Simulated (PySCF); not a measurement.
# doublet [SiHF3]+ at 6 levels

Wanted: a comparison of 6 runs (UHF/STO-3G, UHF/3-21G, UB3LYP/6-31G*, U-wB97X/def2-SVPD, UB2PLYP/def2-SVPD, UM06-2X/def2-SVPD) of doublet [SiHF3]+. Input form: a Python script.

Program for the calculation: PySCF 2.14.0.

1 further run of the same task is left out (set aside as unsound or not needed).

## 1. Starting point

[SiHF3]+ has 5 atoms, charge +1, and is taken as a doublet. As SMILES of the parent species, `F[SiH](F)F`. The coordinates come from a PBE0-D4/def2-TZVP relaxation. That shape belongs to the parent species and isn't relaxed for this state.

Bond lengths: F1–Si2 1.573 Å, Si2–F3 1.573 Å, Si2–F4 1.573 Å, Si2–H5 1.461 Å. Angles: F1–Si2–F3 108.3°, F1–Si2–F4 108.3°, F3–Si2–F4 108.3°, F1–Si2–H5 110.7°, F3–Si2–H5 110.7°, F4–Si2–H5 110.7°.

## 2. The energy at UHF/STO-3G (run 1)

Input file run.py:

```python
from pyscf import gto, scf

mol = gto.M(
    atom=[
    ('F', (-0.447100, -0.082200, 1.491300)),
    ('Si', (0.040700, 0.001700, -0.001800)),
    ('F', (-0.597100, 1.281400, -0.657200)),
    ('F', (-0.495900, -1.263300, -0.767200)),
    ('H', (1.499400, 0.062400, -0.065100)),
],
    basis='sto-3g',
    charge=1,
    spin=1,
    max_memory=1860,
    verbose=3,
)

hf = scf.UHF(mol)
hf.conv_tol = 1e-10
hf.kernel()
if not hf.converged:
    hf = hf.newton().run(hf.mo_coeff, hf.mo_occ)

etot = hf.e_tot
print('E(%s) = %.9f' % ('HF', etot))
```

Run with:

```console
OMP_NUM_THREADS=1 python run.py
```

Output:

```text
converged SCF energy = -579.973845158686  <S^2> = 0.80650459  2S+1 = 2.0557282
E(HF) = -579.973845159
```

Run time: 0.7 s. Hardware: 1 thread of Arm Neoverse V1, shared host; peak memory 0.1 GiB.

## 3. A single-point energy at UHF/3-21G (run 2)

Input file mol.xyz:

```xyz
5

F     -0.447100    -0.082200     1.491300
Si     0.040700     0.001700    -0.001800
F     -0.597100     1.281400    -0.657200
F     -0.495900    -1.263300    -0.767200
H      1.499400     0.062400    -0.065100
```

Input file run.py:

```python
from pyscf import gto, scf

system = gto.M(
    atom='mol.xyz',
    verbose=3,
    max_memory=1860,
    charge=1,
    basis='3-21g',
    spin=1,
)

mf = scf.UHF(system)
mf.conv_tol = 1e-10
mf.kernel()
if not mf.converged:
    mf = mf.newton().run(mf.mo_coeff, mf.mo_occ)

e_final = mf.e_tot
print('E(%s) = %.9f' % ('HF', e_final))
```

Run with:

```console
OMP_NUM_THREADS=1 python run.py
```

Output:

```text
converged SCF energy = -584.340273579701  <S^2> = 0.76963389  2S+1 = 2.0195385
E(HF) = -584.340273580
```

Wall time 0.74 s (1 thread of Arm Neoverse V1, shared host); peak memory 0.1 GiB.

Runs 3 to 5 aren't shown in full; the table further down has their settings and results.

## 4. A single-point energy at UM06-2X/def2-SVPD (run 6)

Input file input.py:

```python
from pyscf import gto, dft

mol = gto.Mole()
mol.atom = '''
F     -0.844897    -0.155335     2.818149
Si     0.076912     0.003213    -0.003402
F     -1.128355     2.421495    -1.241928
F     -0.937115    -2.387291    -1.449798
H      2.833455     0.117919    -0.123021
'''
mol.charge = 1
mol.unit = 'bohr'
mol.spin = 1
mol.basis = 'def2-svpd'
mol.max_memory = 1860
mol.verbose = 4
mol.build()

myscf = dft.UKS(mol)
myscf.xc = 'm06-2x'
myscf.grids.level = 5
myscf.conv_tol = 1e-10
myscf.kernel()
if not myscf.converged:
    myscf = myscf.newton().run(myscf.mo_coeff, myscf.mo_occ)

energy = myscf.e_tot
print('Final energy', energy)
```

Run with:

```console
OMP_NUM_THREADS=1 python input.py
```

Output:

```text
PySCF version 2.14.0

[... 55 lines left out ...]
WARN: HOMO -0.435147728562117 >= LUMO -0.435147728562116
[... 50 lines left out ...]
converged SCF energy = -588.854497976691  <S^2> = 0.75916195  2S+1 = 2.0091411
Final energy -588.8544979766912
```

Run time: 77 s. Hardware: 1 thread of Arm Neoverse V1, shared host; peak memory 0.56 GiB.

## 5. All runs side by side

```csv
run,level,integration grid,frozen core orbitals,energy (Eh),HOMO energy (eV),LUMO energy (eV),⟨S²⟩,wall time
1,UHF/STO-3G,–,–,-579.973845,-18.34,-9.89,0.807,0.7 s
2,UHF/3-21G,–,–,-584.340274,-23.99,-13.73,0.770,0.74 s
3,UB3LYP/6-31G* (spherical functions),5,–,-589.286076,-19.02,-16.93,0.756,18 s
4,U-wB97X/def2-SVPD,5,–,-588.900049,-22.17,-15.00,0.758,45 s
5,UB2PLYP/def2-SVPD,5,8,-588.648085,-21.68,-15.86,0.762,35 s
6,UM06-2X/def2-SVPD,5,–,-588.854498,-21.72,-16.31,0.759,77 s
```

## 6. Results

| quantity | value |
| --- | --- |
| run 6: total energy | -588.85450 Eh |
| run 6: HOMO energy (highest over α and β) | -21.72 eV |
| run 6: LUMO energy (lowest over α and β) | -16.31 eV |
| run 6: ⟨S²⟩ | 0.759 |

In words: Totals of different functionals can't be ranked against each other. In run 1 the basis is minimal, so the values are rough. All runs together took 3 min, the longest 77 s.
